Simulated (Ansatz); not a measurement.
# C: the cost of one run

Method: DFT r2SCAN, scalar-relativistic, plane waves, PAW, in Ansatz 0.2.0.

3 further runs of the same task are left out: 3 set aside as unsound or not needed.

### Step 1. The starting structure

The structure is hexagonal, space group P6_3/mmc (No. 194). The conventional cell has a = 2.456 Å, b = 2.456 Å, c = 29.670 Å, α = 90.00°, β = 90.00°, γ = 120.00°. C (site symmetry 3m) has 3 C at 1.42 Å in its first shell of neighbours. C (site symmetry -6m2) is surrounded by 3 C at 1.42 Å.

Coordinates:

```xyz
12
Lattice="2.4559 0.0000 0.0000 -1.2279 2.1268 0.0000 0.0000 0.0000 29.6702" Properties=species:S:1:pos:R:3 pbc="T T T"
C     1.2279    0.7089   18.7281
C     1.2279    0.7089    3.8931
C     1.2279    0.7089   10.9420
C     1.2279    0.7089   25.7772
C     0.0000    0.0000    7.4175
C     0.0000    1.4179   25.7771
C     0.0000    0.0000   22.2526
C     1.2279    0.7089    7.4175
C     0.0000    1.4179   10.9421
C     0.0000    1.4179   22.2526
C     0.0000    1.4179    3.8930
C     0.0000    1.4179   18.7282
```

It goes back to an entry of the Materials Project, which need not be the stable form.

It is the result of an earlier relaxation at this level (volume 12.91 Å³/atom; gap on the mesh: 0.01 eV).

The unstrained cell comes from an earlier run at this level (12 atoms, E(σ→0) -3019.9463 eV, gap 0.01 eV on its own mesh).

### Step 2. Strain -1.0 %

input.yaml reads:

```yaml
crystal:
  lattice:
    - [2.4620071392, 0.0, 0.0]
    - [-1.2310035696, 2.1321607268, 0.0]
    - [0.0, 0.0, 29.373462294]
  atoms:
    - { symbol: C, position: [0.6666666667, 0.3333333333, 0.6312083953] }
    - { symbol: C, position: [0.6666666667, 0.3333333333, 0.1312123503] }
    - { symbol: C, position: [0.6666666667, 0.3333333333, 0.3687876497] }
    - { symbol: C, position: [0.6666666667, 0.3333333333, 0.8687916047] }
    - { symbol: C, position: [0.0, 0.0, 0.25] }
    - { symbol: C, position: [0.3333333333, 0.6666666667, 0.8687876497] }
    - { symbol: C, position: [0.0, 0.0, 0.75] }
    - { symbol: C, position: [0.6666666667, 0.3333333333, 0.25] }
    - { symbol: C, position: [0.3333333333, 0.6666666667, 0.3687916047] }
    - { symbol: C, position: [0.3333333333, 0.6666666667, 0.75] }
    - { symbol: C, position: [0.3333333333, 0.6666666667, 0.1312083953] }
    - { symbol: C, position: [0.3333333333, 0.6666666667, 0.6312123503] }
basis:
  ecutwfc: 500
kpoints:
  mp_grid: { grid: [18, 18, 2] }
hamiltonian:
  xc: r2scan
scf:
  occupations: { method: gaussian, width: 0.1 }
output:
  forces: true
  stress: true
  eigenvalues: true
relax:
  adjacent_minimum: "off"
  f_tol: 0.008
  max_steps: 40
  cell: { stress_tol: 0.015, fix: [c, angles] }
```

Launch:

```bash
ansatz run input.yaml --threads 2 --pin off --max-ram 5120MiB --backend cpu --events-out ev --progress --plain --runs-dir out
```

Q: Estimate wall time and peak memory on 2 threads of Arm Neoverse V1, shared host.

About 5.3 min, with a peak of 1.3 GiB.
